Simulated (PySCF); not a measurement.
# F2H4HfO3Si2 ((F)2Hf(OSiH2)2O): the cost of one run

Programs: PySCF 2.14.0, with routines of our own; each step states its level. All values are computed. Atoms count from 0.

## (1) The system as given

12 atoms, charge 0, multiplicity 1; geometry from: GFN1-xTB.

## (2) Optimising the geometry at PBE0-D3(BJ)/def2-SVP

The job: settings as JSON, then the geometry in Å.

```
{"job": {"xc": "PBE0", "basis": "def2-SVP", "d3": "d3bj", "grid": 1, "maxiter": 30, "shake": 0.03, "kind": "geom"}, "charge": 0, "multiplicity": 1}
Hf    -1.435990    -0.806340     0.593280
F     -3.098330    -0.945680    -0.310410
F     -1.792200    -1.447520     2.220580
O     -0.994290     1.139970     0.726620
Si     0.294540     1.782690     0.197970
O      1.194970     0.602900    -0.476130
Si     1.293560    -1.038930    -0.852110
O     -0.083770    -1.684920    -0.354100
H      1.036130     2.299520     1.434440
H      0.006330     2.769880    -0.769080
H      1.310210    -1.147420    -2.266620
H      2.384310    -1.606920    -0.093430
```

Started as:

```
$ OMP_NUM_THREADS=1 python heavy_run.py task.json out
```

This one command runs all jobs of the session in turn.

**Question.** How long does this first job take on 1 thread of Arm Neoverse V1, shared host, and how much memory does it need?

About 3.5 min, with a peak of 0.64 GiB.
